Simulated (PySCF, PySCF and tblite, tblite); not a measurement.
# C₅H₆N₂S: conformers and averaged spectra

Aim: find the conformers of C₅H₆N₂S (`C/C=C/c1cnsn1`), weigh them, and average their properties.

Computed with tblite 0.8.0 (tight binding) and PySCF 2.14.0 (DFT, with response routines of our own); each step states its level. Atoms count from 0 throughout.

## 1. The molecule as given

14 atoms, charge 0, multiplicity 1; geometry from: MMFF94s geometry.

Bonds of the start (Å): C0–C1 1.50, C0–H10 1.09, C0–H8 1.09, C0–H9 1.09, C1–C2 1.33, C1–H11 1.10, C2–C3 1.44, C2–H12 1.08, C3–C4 1.43, C3–N7 1.35, C4–H13 1.09, C4–N5 1.33, N5–S6 1.68, S6–N7 1.68.

## 2. GFN2-xTB relaxation, conformer 1

Job settings and geometry (Å):

```
{"job": {"xc": "GFN2-xTB", "basis": "xTB", "kind": "relax"}, "charge": 0, "multiplicity": 1}
C      2.627400    -0.017000    -0.113000
C      1.222600     0.191300     0.382100
C      0.129200    -0.132500    -0.298100
C     -1.229500     0.062100     0.152500
C     -2.377300    -0.306000    -0.623200
N     -3.575500    -0.080800    -0.081600
S     -3.215500     0.578800     1.416200
N     -1.539400     0.574700     1.361100
H      3.149400     0.941800    -0.145700
H      2.633100    -0.451100    -1.111500
H      3.162600    -0.684000     0.558500
H      1.133000     0.615100     1.389400
H      0.234200    -0.557000    -1.283500
H     -2.354900    -0.735800    -1.625200
```

The run is started by

```
OMP_NUM_THREADS=1 python ens_run.py task.json out
```

One launch serves the whole session.

Log:

```text
step      E/eV     max force
  0    -620.86422    2.984
  1    -621.03408    1.088
  2    -621.08503    0.560
  3    -621.09256    0.316
  4    -621.09400    0.104
  5    -621.09464    0.090
  6    -621.09602    0.147
  7    -621.09702    0.124
  8    -621.09770    0.061
  9    -621.09816    0.060
 10    -621.09866    0.085
 11    -621.09928    0.104
 12    -621.09990    0.072
 13    -621.10043    0.058
 14    -621.10088    0.059
 15    -621.10128    0.067
 16    -621.10164    0.050
 17    -621.10194    0.045
 18    -621.10221    0.039
 19    -621.10221    0.039
 20    -621.10236    0.036
 21    -621.10268    0.042
 22    -621.10281    0.036
 23    -621.10304    0.039
 24    -621.10324    0.051
 25    -621.10346    0.044
 26    -621.10361    0.031
 27    -621.10371    0.031
 28    -621.10381    0.028
 29    -621.10392    0.038
 30    -621.10403    0.033
 31    -621.10411    0.021
 32    -621.10419    0.024
 33    -621.10427    0.031
 34    -621.10436    0.032
 35    -621.10446    0.026
 36    -621.10456    0.029
 37    -621.10468    0.041
 38    -621.10479    0.043
 39    -621.10487    0.026
 40    -621.10491    0.015
 41    -621.10493    0.010
 42    -621.10494    0.011
 43    -621.10495    0.008
 44    -621.10496    0.006
 45    -621.10496    0.007
 46    -621.10497    0.010
 47    -621.10498    0.009
 48    -621.10498    0.004
```

It took 0.48 s on 1 thread of Arm Neoverse N1, shared host.

Relaxing gained 0.241 eV and moved the atoms by 0.07 Å on average (rms).

**GFN2-xTB relaxation, conformer 2**

Job settings and geometry (Å):

```
{"job": {"xc": "GFN2-xTB", "basis": "xTB", "kind": "relax"}, "charge": 0, "multiplicity": 1}
C      2.553000    -0.173600    -0.048100
C      1.059000    -0.353000    -0.159400
C      0.180500     0.558900     0.257400
C     -1.261900     0.477300     0.186000
C     -2.012000    -0.648700    -0.310700
N     -3.345800    -0.535100    -0.286500
S     -3.610600     0.974700     0.387900
N     -2.028800     1.475500     0.640400
H      2.981400    -0.963200     0.576800
H      2.808600     0.794300     0.396100
H      2.993400    -0.232700    -1.043600
H      0.739700    -1.305400    -0.577800
H      0.544300     1.493600     0.687800
H     -1.601600    -1.563100    -0.728400
```

Log:

```text
step      E/eV     max force
  0    -620.85078    3.106
  1    -621.01754    1.184
  2    -621.07646    0.587
  3    -621.08373    0.220
  4    -621.08542    0.134
  5    -621.08729    0.172
  6    -621.08962    0.189
  7    -621.09086    0.102
  8    -621.09153    0.049
  9    -621.09188    0.050
 10    -621.09214    0.049
 11    -621.09229    0.034
 12    -621.09229    0.034
 13    -621.09233    0.028
 14    -621.09239    0.016
 15    -621.09241    0.016
 16    -621.09245    0.014
 17    -621.09247    0.013
 18    -621.09250    0.011
 19    -621.09251    0.011
 20    -621.09252    0.011
 21    -621.09253    0.009
 22    -621.09254    0.008
 23    -621.09255    0.006
 24    -621.09255    0.004
```

It took 0.23 s on 1 thread of Arm Neoverse N1, shared host.

Relaxing gained 0.242 eV and moved the atoms by 0.04 Å on average (rms).

## 3. Shieldings, conformer 1: WP04/pcSseg-1 in dichloromethane

Job settings and geometry (Å):

```
{"job": {"xc": "WP04", "basis": "pcSseg-1", "solvent": "dichloromethane", "kind": "nmr", "pop": true}, "charge": 0, "multiplicity": 1}
C      2.612803    -0.004116    -0.084861
C      1.208152     0.174943     0.365311
C      0.135581    -0.151710    -0.354303
C     -1.220333     0.031360     0.104378
C     -2.390309    -0.304180    -0.630823
N     -3.501639    -0.039863     0.007228
S     -3.130564     0.597730     1.456867
N     -1.524114     0.543971     1.287650
H      3.128368     0.956156    -0.091284
H      2.657247    -0.436594    -1.081529
H      3.146789    -0.654126     0.608184
H      1.064301     0.601135     1.348691
H      0.236231    -0.581075    -1.342415
H     -2.423191    -0.734103    -1.615259
```

Log:

```text
coarse grid: 12904 points
cycle   1  E = -712.5699456944  dE =  1.323e+00  |g| = 6.843e-01  |ddm| = 3.873e+00
cycle   2  E = -712.4762187370  dE =  9.373e-02  |g| = 9.243e-01  |ddm| = 1.499e+00
cycle   3  E = -712.6800973396  dE = -2.039e-01  |g| = 1.415e-01  |ddm| = 9.166e-01
cycle   4  E = -712.6835916876  dE = -3.494e-03  |g| = 4.803e-02  |ddm| = 1.407e-01
cycle   5  E = -712.6840562338  dE = -4.645e-04  |g| = 1.728e-02  |ddm| = 5.266e-02
cycle   6  E = -712.6841149962  dE = -5.876e-05  |g| = 8.591e-03  |ddm| = 2.406e-02
cycle   7  E = -712.6841334151  dE = -1.842e-05  |g| = 1.868e-03  |ddm| = 8.248e-03
cycle   8  E = -712.6841340568  dE = -6.418e-07  |g| = 8.464e-04  |ddm| = 1.998e-03
final grid: 122008 points
cycle   9  E = -712.7517548448  dE = -5.111e-05  |g| = 7.525e-03  |ddm| = 4.299e-02
cycle  10  E = -712.7517395701  dE =  1.527e-05  |g| = 1.095e-02  |ddm| = 1.471e-02
cycle  11  E = -712.7517671842  dE = -2.761e-05  |g| = 2.820e-03  |ddm| = 1.015e-02
cycle  12  E = -712.7517689176  dE = -1.733e-06  |g| = 6.322e-04  |ddm| = 2.520e-03
cycle  13  E = -712.7517689999  dE = -8.234e-08  |g| = 2.157e-04  |ddm| = 7.144e-04
cycle  14  E = -712.7517690097  dE = -9.738e-09  |g| = 5.275e-05  |ddm| = 2.199e-04
cycle  15  E = -712.7517690103  dE = -6.530e-10  |g| = 1.172e-05  |ddm| = 6.079e-05
converged SCF energy = -712.7517690103

GIAO shielding tensors (ppm)
atom      isotropic    diamagn.    paramagn.     s11        s22        s33       span
  0 C      151.844     247.969     -96.125    137.264    146.711    171.558     34.294
  1 C       26.727     257.318    -230.591    -84.605     13.730    151.055    235.660
  2 C       49.727     255.712    -205.985    -55.752     71.434    133.498    189.250
  3 C        8.482     251.233    -242.751    -53.050    -15.117     93.614    146.663
  4 C       19.186     254.145    -234.959    -57.430      9.014    105.975    163.406
  5 N     -141.369     333.085    -474.454   -398.096   -213.882    187.871    585.967
  6 S      -72.374    1061.404   -1133.778   -246.970     -0.082     29.930    276.899
  7 N     -111.380     327.927    -439.307   -355.365   -172.545    193.770    549.135
  8 H       29.719      27.652       2.067     26.296     27.659     35.202      8.907
  9 H       29.885      30.219      -0.334     26.123     29.474     34.058      7.936
 10 H       29.719      27.657       2.062     26.298     27.656     35.203      8.905
 11 H       24.573      34.249      -9.676     21.510     22.941     29.267      7.757
 12 H       25.253      34.704      -9.452     22.511     23.762     29.485      6.975
 13 H       23.638      31.366      -7.728     20.710     23.782     26.423      5.713
```

Wall time 43 s (1 thread of Arm Neoverse N1, shared host).

Key values: HOMO -8.03 eV, LUMO -3.90 eV; dipole 3.01 D.

## 4. Single-point energy, conformer 1: PBE0/def2-SVP in dichloromethane

The job, as its differences from that of step 3:

```diff
@@ -1,2 +1,2 @@
-{"job": {"xc": "WP04", "basis": "pcSseg-1", "solvent": "dichloromethane", "kind": "nmr", "pop": true}, "charge": 0, "multiplicity": 1}
+{"job": {"xc": "PBE0", "basis": "def2-SVP", "solvent": "dichloromethane", "kind": "sp"}, "charge": 0, "multiplicity": 1}
 C      2.612803    -0.004116    -0.084861
```

Log:

```text
coarse grid: 12904 points
cycle   1  E = -700.8553682011  dE =  1.425e+00  |g| = 3.843e-01  |ddm| = 4.516e+00
cycle   2  E = -700.8481256456  dE =  7.243e-03  |g| = 4.259e-01  |ddm| = 9.605e-01
cycle   3  E = -700.8946603308  dE = -4.653e-02  |g| = 4.935e-02  |ddm| = 5.105e-01
cycle   4  E = -700.8950968428  dE = -4.365e-04  |g| = 2.642e-02  |ddm| = 6.936e-02
cycle   5  E = -700.8952540118  dE = -1.572e-04  |g| = 6.306e-03  |ddm| = 2.827e-02
cycle   6  E = -700.8952601561  dE = -6.144e-06  |g| = 4.131e-03  |ddm| = 1.029e-02
cycle   7  E = -700.8952642651  dE = -4.109e-06  |g| = 5.826e-04  |ddm| = 4.153e-03
final grid: 122008 points
cycle   8  E = -700.9679069183  dE = -2.095e-05  |g| = 8.858e-03  |ddm| = 3.420e-02
cycle   9  E = -700.9678905677  dE =  1.635e-05  |g| = 1.175e-02  |ddm| = 2.294e-02
cycle  10  E = -700.9679278500  dE = -3.728e-05  |g| = 1.222e-03  |ddm| = 1.396e-02
cycle  11  E = -700.9679282054  dE = -3.554e-07  |g| = 3.101e-04  |ddm| = 1.356e-03
cycle  12  E = -700.9679282239  dE = -1.855e-08  |g| = 1.351e-04  |ddm| = 3.918e-04
cycle  13  E = -700.9679282280  dE = -4.016e-09  |g| = 3.479e-05  |ddm| = 1.515e-04
cycle  14  E = -700.9679282282  dE = -2.567e-10  |g| = 1.388e-05  |ddm| = 4.676e-05
converged SCF energy = -700.9679282282
```

Wall time 16 s (1 thread of Arm Neoverse N1, shared host).

In short: HOMO -6.79 eV, LUMO -1.63 eV; dipole 2.78 D.

## 5. Shieldings, conformer 2: WP04/pcSseg-1 in dichloromethane

Job settings and geometry (Å):

```
{"job": {"xc": "WP04", "basis": "pcSseg-1", "solvent": "dichloromethane", "kind": "nmr", "pop": false}, "charge": 0, "multiplicity": 1}
C      2.540396    -0.171375    -0.046712
C      1.065506    -0.339193    -0.141404
C      0.184491     0.574758     0.261807
C     -1.249351     0.435916     0.179944
C     -2.004126    -0.659871    -0.324446
N     -3.297215    -0.475305    -0.259195
S     -3.586384     0.986552     0.395512
N     -2.041421     1.408224     0.607024
H      2.970011    -0.966757     0.562392
H      2.799174     0.789044     0.391281
H      2.990195    -0.242326    -1.037066
H      0.727792    -1.273588    -0.569290
H      0.519816     1.509634     0.689508
H     -1.619563    -1.576186    -0.731521
```

Log:

```text
coarse grid: 12904 points
cycle   1  E = -712.5728807404  dE =  1.319e+00  |g| = 6.769e-01  |ddm| = 3.898e+00
cycle   2  E = -712.4857917819  dE =  8.709e-02  |g| = 9.040e-01  |ddm| = 1.449e+00
cycle   3  E = -712.6801438602  dE = -1.944e-01  |g| = 1.407e-01  |ddm| = 8.772e-01
cycle   4  E = -712.6835682645  dE = -3.424e-03  |g| = 4.805e-02  |ddm| = 1.390e-01
cycle   5  E = -712.6840414138  dE = -4.731e-04  |g| = 1.725e-02  |ddm| = 5.131e-02
cycle   6  E = -712.6841010672  dE = -5.965e-05  |g| = 8.165e-03  |ddm| = 2.279e-02
cycle   7  E = -712.6841175347  dE = -1.647e-05  |g| = 1.698e-03  |ddm| = 7.500e-03
cycle   8  E = -712.6841180688  dE = -5.341e-07  |g| = 8.452e-04  |ddm| = 1.944e-03
final grid: 122008 points
cycle   9  E = -712.7520251376  dE = -4.969e-05  |g| = 7.720e-03  |ddm| = 3.579e-02
cycle  10  E = -712.7520100453  dE =  1.509e-05  |g| = 1.109e-02  |ddm| = 1.538e-02
cycle  11  E = -712.7520384064  dE = -2.836e-05  |g| = 2.661e-03  |ddm| = 1.027e-02
cycle  12  E = -712.7520399397  dE = -1.533e-06  |g| = 6.370e-04  |ddm| = 2.296e-03
cycle  13  E = -712.7520400269  dE = -8.717e-08  |g| = 2.197e-04  |ddm| = 7.429e-04
cycle  14  E = -712.7520400371  dE = -1.026e-08  |g| = 5.754e-05  |ddm| = 2.249e-04
cycle  15  E = -712.7520400379  dE = -7.742e-10  |g| = 1.522e-05  |ddm| = 6.660e-05
converged SCF energy = -712.7520400379

GIAO shielding tensors (ppm)
atom      isotropic    diamagn.    paramagn.     s11        s22        s33       span
  0 C      151.459     247.733     -96.274    138.043    145.195    171.140     33.098
  1 C       28.559     258.942    -230.383    -81.890     18.208    149.359    231.249
  2 C       46.268     256.074    -209.806    -54.886     64.937    128.754    183.640
  3 C        7.650     252.893    -245.243    -52.399    -17.297     92.646    145.045
  4 C       21.324     254.104    -232.780    -58.852      8.136    114.687    173.539
  5 N     -140.322     332.241    -472.563   -396.114   -212.999    188.148    584.262
  6 S      -64.254    1061.038   -1125.292   -250.561      9.093     48.705    299.267
  7 N     -118.695     325.686    -444.381   -366.637   -171.408    181.958    548.595
  8 H       29.706      27.984       1.722     26.322     27.632     35.165      8.843
  9 H       29.916      29.835       0.081     26.221     29.493     34.033      7.812
 10 H       29.707      27.983       1.724     26.325     27.634     35.163      8.838
 11 H       25.017      35.524     -10.507     22.266     23.570     29.216      6.950
 12 H       25.087      33.557      -8.470     21.917     23.584     29.762      7.845
 13 H       23.197      32.648      -9.451     19.642     22.953     26.995      7.353
```

It took 38 s on 1 thread of Arm Neoverse N1, shared host.

This run: HOMO -8.08 eV, LUMO -3.74 eV; dipole 3.49 D.

## 6. Single-point energy, conformer 2: PBE0/def2-SVP in dichloromethane

The job, as its differences from that of step 5:

```diff
@@ -1,2 +1,2 @@
-{"job": {"xc": "WP04", "basis": "pcSseg-1", "solvent": "dichloromethane", "kind": "nmr", "pop": false}, "charge": 0, "multiplicity": 1}
+{"job": {"xc": "PBE0", "basis": "def2-SVP", "solvent": "dichloromethane", "kind": "sp"}, "charge": 0, "multiplicity": 1}
 C      2.540396    -0.171375    -0.046712
```

Log:

```text
coarse grid: 12904 points
cycle   1  E = -700.8572739134  dE =  1.422e+00  |g| = 3.761e-01  |ddm| = 4.509e+00
cycle   2  E = -700.8521780455  dE =  5.096e-03  |g| = 4.076e-01  |ddm| = 9.134e-01
cycle   3  E = -700.8944926909  dE = -4.231e-02  |g| = 4.832e-02  |ddm| = 4.817e-01
cycle   4  E = -700.8948966999  dE = -4.040e-04  |g| = 2.700e-02  |ddm| = 7.066e-02
cycle   5  E = -700.8950576027  dE = -1.609e-04  |g| = 7.904e-03  |ddm| = 3.030e-02
cycle   6  E = -700.8950686189  dE = -1.102e-05  |g| = 4.199e-03  |ddm| = 1.101e-02
cycle   7  E = -700.8950728124  dE = -4.194e-06  |g| = 4.580e-04  |ddm| = 3.994e-03
final grid: 122008 points
cycle   8  E = -700.9677616524  dE = -2.101e-05  |g| = 8.926e-03  |ddm| = 3.019e-02
cycle   9  E = -700.9677459335  dE =  1.572e-05  |g| = 1.165e-02  |ddm| = 2.318e-02
cycle  10  E = -700.9677831520  dE = -3.722e-05  |g| = 1.083e-03  |ddm| = 1.410e-02
cycle  11  E = -700.9677834490  dE = -2.970e-07  |g| = 2.290e-04  |ddm| = 1.255e-03
cycle  12  E = -700.9677834574  dE = -8.401e-09  |g| = 1.372e-04  |ddm| = 3.085e-04
cycle  13  E = -700.9677834615  dE = -4.081e-09  |g| = 3.365e-05  |ddm| = 1.363e-04
cycle  14  E = -700.9677834617  dE = -2.351e-10  |g| = 1.325e-05  |ddm| = 4.306e-05
converged SCF energy = -700.9677834617
```

Run time: 16 s. Hardware: 1 thread of Arm Neoverse N1, shared host.

Key values: HOMO -6.82 eV, LUMO -1.44 eV; dipole 3.28 D.

## 7. The ensemble: properties at WP04/pcSseg-1 in dichloromethane

Job settings and geometry (Å):

```
{"job": {"study": "conf", "smiles": "C/C=C/c1cnsn1", "search": {"seed": 4460, "n_embed": 60, "ff_keep": 14, "window": 3.0, "nmax": 10, "temps": [200, 250, 298.15, 350, 400], "t_ref": 298.15, "order": 0.001}, "level": {"nmr": {"xc": "WP04", "basis": "pcSseg-1", "solvent": "dichloromethane"}, "sp": {"xc": "PBE0", "basis": "def2-SVP", "solvent": "dichloromethane"}}, "kind": "conf"}, "charge": 0, "multiplicity": 1}
C      2.612803    -0.004116    -0.084861
C      1.208152     0.174943     0.365311
C      0.135581    -0.151710    -0.354303
C     -1.220333     0.031360     0.104378
C     -2.390309    -0.304180    -0.630823
N     -3.501639    -0.039863     0.007228
S     -3.130564     0.597730     1.456867
N     -1.524114     0.543971     1.287650
H      3.128368     0.956156    -0.091284
H      2.657247    -0.436594    -1.081529
H      3.146789    -0.654126     0.608184
H      1.064301     0.601135     1.348691
H      0.236231    -0.581075    -1.342415
H     -2.423191    -0.734103    -1.615259
```

Log:

```text
conformer  sym    E(xTB)   E(DFT)   G(298.15 K)  weight  dipole/D
    1     Cs      0.000    0.000    0.000   0.5367    2.779
    2     Cs      0.287    0.063    0.087   0.4633    3.276

mean shielding (ppm) by class
class atoms           200 K      250 K   298.15 K      350 K      400 K
  0 C  0            151.671    151.668    151.666    151.664    151.663
  1 C  1             27.552     27.566     27.575     27.582     27.587
  2 C  2             48.169     48.142     48.124     48.111     48.102
  3 C  3              8.108      8.101      8.097      8.094      8.091
  4 C  4             20.149     20.166     20.176     20.184      20.19
  5 N  5           -140.898   -140.889   -140.884    -140.88   -140.877
  6 S  6            -68.718    -68.653    -68.613    -68.582     -68.56
  7 N  7           -114.674   -114.732   -114.769   -114.797   -114.816
  8 H  8,9,10        29.775     29.775     29.775     29.775     29.775
  9 H  11            24.773     24.777     24.779      24.78     24.782
 10 H  12            25.178     25.177     25.176     25.175     25.175
 11 H  13            23.439     23.436     23.434     23.432     23.431
```

It took 1.9 min on 1 thread of Arm Neoverse N1, shared host. This counts the runs that the step sums up.

The search (ETKDG, MMFF94s, GFN2-xTB) embedded 60 structures, kept 2 distinct ones after the force field and 2 after xTB; 2 were carried on (window 3.0 kcal/mol at the search's own energies). Energies: PBE0/def2-SVP in dichloromethane with D3(BJ).

The conformers at 298 K:

| no. | group | mirror pair | ΔE xTB | ΔE DFT | ΔG | weight (%) | μ (D) | C1–C2–C3–N7 (°) | A, B, C (GHz) |
| --- | --- | --- | --- | --- | --- | --- | --- | --- | --- |
| 1 | Cs | no | 0.00 | 0.00 | 0.00 | 53.7 | 2.78 | 0 | 6.12, 0.91, 0.79 |
| 2 | Cs | no | 0.29 | 0.06 | 0.09 | 46.3 | 3.28 | -180 | 6.94, 0.87, 0.78 |

Energies in kcal/mol. ΔG holds xTB vibrations and rotation, symmetry numbers and mirror pairs.

Weights (%) by temperature:

```csv
no.,200 K,250 K,298 K,350 K,400 K
1,55.0,54.2,53.7,53.3,53.0
2,45.0,45.8,46.3,46.7,47.0
```

How the weights hang on the way they are made:

| scheme | 1 | 2 | mean μ (D) |
| --- | --- | --- | --- |
| DFT free energy | 54 | 46 | 3.01 |
| DFT energy, symmetry counted | 53 | 47 | 3.01 |
| DFT energy alone | 53 | 47 | 3.01 |
| xTB energy, symmetry counted | 62 | 38 | 2.97 |
| xTB free energy | 63 | 37 | 2.96 |
| lowest conformer only | 100 | 0 | 2.78 |
| equal weights | 50 | 50 | 3.03 |
| conformers found from three starts alone | 100 | 0 | 2.78 |

Shifts against references run at the same level (¹H TMS 31.98, ¹³C TMS 175.8 ppm of shielding), by class of atoms, at 298 K:

| atoms | environment | no. 1 | no. 2 | average |
| --- | --- | --- | --- | --- |
| C3 | substituted aromatic carbon next to a ring nitrogen | 167.3 | 168.2 | 167.7 |
| C4 | aromatic CH next to a ring nitrogen | 156.6 | 154.5 | 155.6 |
| C1 | alkene CH | 149.1 | 147.3 | 148.2 |
| C2 | alkene CH | 126.1 | 129.5 | 127.7 |
| C0 | allylic methyl carbon | 24.0 | 24.4 | 24.1 |
| H13 | hydrogen on an aromatic CH next to a ring nitrogen | 8.34 | 8.78 | 8.54 |
| H11 | hydrogen on an alkene CH | 7.41 | 6.96 | 7.20 |
| H12 | hydrogen on an alkene CH | 6.73 | 6.89 | 6.80 |
| H8, H9, H10 | hydrogen on an allylic methyl carbon | 2.20 | 2.20 | 2.20 |
| N5 | pyridine-type nitrogen of an azole | -141.4 (σ) | -140.3 (σ) | -140.9 (σ) |
| N7 | pyridine-type nitrogen of an azole | -111.4 (σ) | -118.7 (σ) | -114.8 (σ) |
| S6 | aromatic ring sulfur | -72 (σ) | -64 (σ) | -69 (σ) |

Effective distances for nuclear Overhauser effects, ⟨r⁻⁶⟩^(−1/6) over all pairs of two classes (Å): H8···H11 2.65; H11···H13 2.69; H8···H12 2.82; H12···H13 2.93; H11···H12 3.06.

(Part 1 of 2 ends here.)
